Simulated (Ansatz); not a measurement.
# A workflow on As4 (arsenic tetramer)

Wanted: a series of 42 runs (PBE0/def2-SVP, UPBE0/def2-SVP, PBE/def2-SVP, UPBE/def2-SVP, B3LYP/def2-SVP, UB3LYP/def2-SVP, HF/def2-SVP, UHF/def2-SVP, and more) of As4. 

Program for the calculation: Ansatz 0.2.0.

### Step 1. The system as given

As4: 4 atoms, total charge 0, spin state singlet. SMILES: `[As]12[As]3[As]1[As]23`. Geometry: relaxed at PBE0-D4/def2-TZVP. The run starts from this shape.

Bond lengths: As1–As2 2.424 Å, As1–As3 2.424 Å, As2–As3 2.424 Å, As1–As4 2.424 Å, As2–As4 2.424 Å, As3–As4 2.424 Å. Some angles: As1–As2–As3 60.0°, As1–As2–As4 60.0°, As3–As2–As4 60.0°, As2–As1–As3 60.0°, As2–As1–As4 60.0°, As3–As1–As4 60.0°, As1–As3–As2 60.0°, As1–As3–As4 60.0°, As2–As3–As4 60.0°, As1–As4–As2 60.0°.

### Step 2. A structure relaxation at PBE0/def2-SVP (start density atoms) (run 1)

File job.yaml:

```yaml
crystal:
  periodic: [false, false, false]
  atoms:
    - {symbol: As, position_ang: [0.408230, -1.037610, 0.980150]}
    - {symbol: As, position_ang: [-0.244980, 1.281220, 0.708840]}
    - {symbol: As, position_ang: [-1.243230, -0.430680, -0.687660]}
    - {symbol: As, position_ang: [1.079970, 0.187070, -1.001320]}
basis:
  gaussian:
    orbitals: def2-SVP
relax: {}
magnetization:
  spin_polarized: false
  initial_magnetization: 0
total_charge: 0
hamiltonian:
  xc: pbe0
```

On the command line:

```
$ ansatz run job.yaml --threads 8 --pin off --max-ram 17400MiB --events-out events.jsonl --progress --plain --runs-dir runs
```

What it wrote:

```text
Warning: RAYON_NUM_THREADS=8 ignored (pool sized by the plan → 8); use --threads N
The last accepted step is kept in runs//last_step.txt (removed where the run ends without a failure and the disk answers)
[... 34 lines left out ...]
Total energy: -243308.83575774 eV, -8941.4347934445 hartree
[... 4 lines left out ...]
Dipole moment:    -0.000000     0.000000     0.000000 e Å
```

It took 5.4 s on 8 threads of Arm Neoverse V2, shared host; peak memory 0.44 GiB.

Steps, from the record of the run:

```csv
step,energy from the first frame kept (eV),largest force (eV/Å)
1,0.0000,0.2151
2,-0.0023,0.0337
3,-0.0024,0.0002
```

After the run. Bond lengths: As1–As2 2.433 Å, As1–As3 2.433 Å, As2–As3 2.433 Å, As1–As4 2.433 Å, As2–As4 2.433 Å, As3–As4 2.433 Å. Some angles: As1–As2–As3 60.0°, As1–As2–As4 60.0°, As3–As2–As4 60.0°, As2–As1–As3 60.0°, As2–As1–As4 60.0°, As3–As1–As4 60.0°, As1–As3–As2 60.0°, As1–As3–As4 60.0°, As2–As3–As4 60.0°, As1–As4–As2 60.0°.

### Step 3. The doublet cation: a structure relaxation at UPBE0/def2-SVP (start density atoms) (run 2)

File run.yaml:

```yaml
crystal:
  periodic: [false, false, false]
  atoms:
    - {symbol: As, position_ang: [0.408230, -1.037610, 0.980150]}
    - {symbol: As, position_ang: [-0.244980, 1.281220, 0.708840]}
    - {symbol: As, position_ang: [-1.243230, -0.430680, -0.687660]}
    - {symbol: As, position_ang: [1.079970, 0.187070, -1.001320]}
basis:
  gaussian:
    orbitals: def2-SVP
total_charge: 1
magnetization:
  spin_polarized: true
  initial_magnetization: 1
hamiltonian:
  xc: {name: PBE0}
relax: {}
```

On the command line:

```
$ ansatz run run.yaml --threads 8 --pin off --max-ram 17400MiB --events-out events.jsonl --progress --plain --runs-dir runs
```

What it wrote, shortened:

```text
Warning: RAYON_NUM_THREADS=8 ignored (pool sized by the plan → 8); use --threads N
[... 1 set-up line as earlier in the session ...]
[... 43 lines left out ...]
Total energy: -243300.30792645 eV, -8941.1214014253 hartree
[... 4 lines left out ...]
Dipole moment:     0.000000    -0.000000    -0.000000 e Å
```

Wall time 36 s (8 threads of Arm Neoverse V2, shared host); peak memory 0.86 GiB.

Steps, from the record of the run:

```csv
step,energy from the first frame kept (eV),largest force (eV/Å)
1,0.0000,1.8068
2,-0.4490,0.1278
3,-0.4501,0.0241
4,-0.4501,0.0011
```

After the run. Bond lengths: As1–As2 2.399 Å, As1–As3 2.399 Å, As2–As4 2.399 Å, As3–As4 2.399 Å. Angles: As1–As2–As4 66.7°, As2–As1–As3 66.7°, As1–As3–As4 66.7°, As2–As4–As3 66.7°.

Runs 3 to 18 aren't shown in full; the table further down has their settings and results.

### Step 4. The energy at CCSD(T)/def2-SVP (start density atoms) (run 19)

File in.yaml:

```yaml
crystal:
  periodic: [false, false, false]
  atoms:
    - {symbol: As, position_ang: [0.409775, -1.041535, 0.983852]}
    - {symbol: As, position_ang: [-0.245909, 1.286065, 0.711516]}
    - {symbol: As, position_ang: [-1.247932, -0.432306, -0.690256]}
    - {symbol: As, position_ang: [1.084056, 0.187776, -1.005102]}
basis:
  gaussian: {orbitals: def2-SVP}
correlation: {method: ccsd_t, frozen_orbitals: {As: 9}}
scf: {omitted_lower_state_checks: [cluster_reference, increment]}
```

On the command line:

```
$ ansatz run in.yaml --threads 8 --pin off --max-ram 17400MiB --events-out events.jsonl --progress --plain --runs-dir runs
```

What it wrote, shortened:

```text
Warning: RAYON_NUM_THREADS=8 ignored (pool sized by the plan → 8); use --threads N
Functional definition: HF
  name "HF"
[...]
1261 factors; integrals over basis functions are off by at most 6.4e-4 eV
[...]
mean field -243154.60140751 eV, -8935.7667856177 hartree, gradient 2.3e-6 eV, S^2 0.000000; 0 other end points of the search recorded, 0 dependent functions left out
36 core orbitals not correlated: weight in the atoms' cores, before any rotation towards them, 1.000 or more for the frozen orbitals, at most 0.000 for the correlated occupied ones
reference -243154.60140751 eV, -8935.7667856177 hartree; 30, 30 occupied and 62, 62 virtual orbitals, 1261 factors
second order -25.15741622 eV of doubles, -0.00000000 eV of singles
cycle   1  -23.46907126 eV  change     1.7e0 eV  update   1.4e-1
[...]
cycle   8  -24.41901286 eV  change   -1.4e-5 eV  update   4.4e-5
perturbative correction -1.08580214 eV, -0.0399024926 hartree
Total energy: -243180.10622251 eV, -8936.7040702812 hartree
Checks for a lower state left out: cluster_reference, increment
```

It took 2.6 s on 8 threads of Arm Neoverse V2, shared host; peak memory 0.56 GiB.

Runs 20 to 41 aren't shown in full; the table further down has their settings and results.

### Step 5. The doublet anion: a single-point energy at UBLYP/def2-SVP (start density atoms) (run 42)

File in.yaml:

```yaml
crystal:
  periodic: [false, false, false]
  atoms:
    - {symbol: As, position_ang: [0.303833, -0.971365, 0.972529]}
    - {symbol: As, position_ang: [-0.008055, 1.453135, 0.894080]}
    - {symbol: As, position_ang: [-1.271568, -0.720236, -0.880347]}
    - {symbol: As, position_ang: [0.975780, 0.238466, -0.986251]}
basis:
  gaussian: {orbitals: def2-SVP}
total_charge: -1
magnetization: {spin_polarized: true, initial_magnetization: 1}
hamiltonian: {xc: {name: BLYP}}
```

On the command line:

```
$ ansatz run in.yaml --threads 8 --pin off --max-ram 17400MiB --events-out events.jsonl --progress --plain --runs-dir runs
```

What it wrote:

```text
Warning: RAYON_NUM_THREADS=8 ignored (pool sized by the plan → 8); use --threads N
Functional definition: BLYP
  name "BLYP"
  parameter beta = 0.0042
  parameter a = 0.04918
  parameter b = 0.132
  parameter c = 0.2533
  parameter d = 0.349
  exchange = b88_x(beta = beta)
  correlation = lyp_c(a = a, b = b, c = c, d = d)
1452 factors; their error is unknown
mean field evaluation 1: about -243342.0708 eV, gradient 2.5e1 eV
mean field evaluation 2: about -243337.2919 eV, gradient 3.7e1 eV
mean field evaluation 4: about -243343.5059 eV, gradient 1.4e0 eV
mean field evaluation 8: about -243343.5149 eV, gradient 1.7e-1 eV
mean field evaluation 16: about -243343.3781 eV, gradient 3.2e-4 eV
mean field -243343.37808121 eV, -8942.7042004184 hartree, gradient 5.6e-5 eV, S^2 0.752775; 2 other end points of the search recorded, 0 dependent functions left out
reference -243343.37834550 eV, -8942.7042101311 hartree; 67, 66 occupied and 61, 62 virtual orbitals, 1452 factors
Total energy: -243343.37834550 eV, -8942.7042101311 hartree
```

Run time: 1.9 s. Hardware: 8 threads of Arm Neoverse V2, shared host; peak memory 0.3 GiB.

### Step 6. All runs side by side

```csv
run,level,task,frozen core orbitals,partner,energy (Eh),wall time
1,PBE0/def2-SVP (start density atoms),optimise,–,base,-8941.434793,5.4 s
2,UPBE0/def2-SVP (start density atoms),optimise,–,cation,-8941.121401,36 s
3,UPBE0/def2-SVP (start density atoms),optimise,–,anion,-8941.440423,71 s
4,PBE/def2-SVP (start density atoms),energy,–,base,-8941.190257,0.6 s
5,UPBE/def2-SVP (start density atoms),energy,–,cation,-8940.883974,1.1 s
6,UPBE/def2-SVP (start density atoms),energy,–,anion,-8941.192349,1.5 s
7,B3LYP/def2-SVP (start density atoms),energy,–,base,-8942.660901,1.1 s
8,UB3LYP/def2-SVP (start density atoms),energy,–,cation,-8942.353722,2 s
9,UB3LYP/def2-SVP (start density atoms),energy,–,anion,-8942.667062,2 s
10,HF/def2-SVP (start density atoms),energy,–,base,-8935.766786,0.76 s
11,UHF/def2-SVP (start density atoms),energy,–,cation,-8935.480833,5.1 s
12,UHF/def2-SVP (start density atoms),energy,–,anion,-8935.760844,7.5 s
13,MP2/def2-SVP (start density atoms),energy,36,base,-8936.691304,1 s
14,UMP2/def2-SVP (start density atoms),energy,36,cation,-8936.380506,4.8 s
15,UMP2/def2-SVP (start density atoms),energy,36,anion,-8936.684080,6.6 s
16,wB97M-V/def2-SVP (start density atoms),energy,–,base,-8942.022290,3.6 s
17,U-wB97M-V/def2-SVP (start density atoms),energy,–,cation,-8941.711016,7.8 s
18,U-wB97M-V/def2-SVP (start density atoms),energy,–,anion,-8942.024198,9.3 s
19,CCSD(T)/def2-SVP (start density atoms),energy,36,base,-8936.704070,2.6 s
20,UCCSD(T)/def2-SVP (start density atoms),energy,36,cation,-8936.400047,14 s
21,UCCSD(T)/def2-SVP (start density atoms),energy,36,anion,-8936.700329,37 s
22,r2SCAN/def2-SVP (start density atoms),energy,–,base,-8942.505762,1.7 s
23,U-r2SCAN/def2-SVP (start density atoms),energy,–,cation,-8942.191208,3.9 s
24,U-r2SCAN/def2-SVP (start density atoms),energy,–,anion,-8942.513265,4.2 s
25,PBE0-D4/def2-SVP (start density atoms),energy,–,base,-8941.442926,1.1 s
26,UPBE0-D4/def2-SVP (start density atoms),energy,–,cation,-8941.129245,2.3 s
27,UPBE0-D4/def2-SVP (start density atoms),energy,–,anion,-8941.448939,2.4 s
28,SVWN5/def2-SVP (start density atoms),energy,–,base,-8929.455144,0.44 s
29,USVWN5/def2-SVP (start density atoms),energy,–,cation,-8929.139099,0.75 s
30,USVWN5/def2-SVP (start density atoms),energy,–,anion,-8929.456811,1.1 s
31,B2PLYP/def2-SVP (start density atoms),energy,36,base,-8940.984584,1.8 s
32,UB2PLYP/def2-SVP (start density atoms),energy,36,cation,-8940.677851,3.9 s
33,UB2PLYP/def2-SVP (start density atoms),energy,36,anion,-8940.984419,4.8 s
34,RPA@PBE/def2-SVP (start density atoms),energy,36,base,-8936.980241,1.7 s
35,RPA@PBE/def2-SVP (start density atoms),energy,36,cation,-8936.675062,3.6 s
36,RPA@PBE/def2-SVP (start density atoms),energy,36,anion,-8936.984464,3.6 s
37,CAM-B3LYP/def2-SVP (start density atoms),energy,–,base,-8942.971928,1.4 s
38,UCAM-B3LYP/def2-SVP (start density atoms),energy,–,cation,-8942.661100,3.3 s
39,UCAM-B3LYP/def2-SVP (start density atoms),energy,–,anion,-8942.977635,4.8 s
40,BLYP/def2-SVP (start density atoms),energy,–,base,-8942.705834,0.69 s
41,UBLYP/def2-SVP (start density atoms),energy,–,cation,-8942.411079,1.3 s
42,UBLYP/def2-SVP (start density atoms),energy,–,anion,-8942.704210,1.9 s
```

### Step 7. Outcome

| quantity | value |
| --- | --- |
| doublet anion, run 42: total energy | -8942.70421 Eh |
| doublet anion, run 42: ⟨S²⟩ | 0.753 |
| adiabatic electron affinity (to the doublet anion, shapes relaxed at PBE0/def2-SVP, no zero-point term), PBE/def2-SVP | 0.057 eV |
| adiabatic electron affinity (to the doublet anion, shapes relaxed at PBE0/def2-SVP, no zero-point term), HF/def2-SVP | -0.162 eV |
| adiabatic electron affinity (to the doublet anion, shapes relaxed at PBE0/def2-SVP, no zero-point term), MP2/def2-SVP | -0.197 eV |
| adiabatic electron affinity (to the doublet anion, shapes relaxed at PBE0/def2-SVP, no zero-point term), CCSD(T)/def2-SVP | -0.102 eV |
| adiabatic electron affinity (to the doublet anion, shapes relaxed at PBE0/def2-SVP, no zero-point term), CAM-B3LYP/def2-SVP | 0.155 eV |
| adiabatic ionisation energy (to the doublet cation, no zero-point term), PBE0/def2-SVP | 8.528 eV |
| adiabatic ionisation energy (to the doublet cation, shapes relaxed at PBE0/def2-SVP, no zero-point term), MP2/def2-SVP | 8.457 eV |
| adiabatic ionisation energy (to the doublet cation, shapes relaxed at PBE0/def2-SVP, no zero-point term), B2PLYP/def2-SVP | 8.347 eV |

**Reading.** At PBE/def2-SVP: the adiabatic electron affinity (to the doublet anion, shapes relaxed at PBE0/def2-SVP, no zero-point term) is 0.06 eV (1.3 kcal/mol). At HF/def2-SVP: the adiabatic electron affinity (to the doublet anion, shapes relaxed at PBE0/def2-SVP, no zero-point term) is −0.16 eV (−3.7 kcal/mol). A negative value puts this state of the anion above the relaxed parent: the electron is not bound at this level, and such a value depends on the basis. At MP2/def2-SVP: the adiabatic electron affinity (to the doublet anion, shapes relaxed at PBE0/def2-SVP, no zero-point term) is −0.20 eV (−19.0 kJ/mol). At CCSD(T)/def2-SVP: the adiabatic electron affinity (to the doublet anion, shapes relaxed at PBE0/def2-SVP, no zero-point term) is −0.10 eV (−9.8 kJ/mol). At CAM-B3LYP/def2-SVP: the adiabatic electron affinity (to the doublet anion, shapes relaxed at PBE0/def2-SVP, no zero-point term) is 0.16 eV (3.6 kcal/mol). Below the UHF energy at the same shape and in the same basis (def2-SVP): UMP2 -923.2 mEh; UCCSD(T) -939.5 mEh. Totals of different functionals can't be ranked against each other. All runs together took 4.5 min, the longest 71 s.
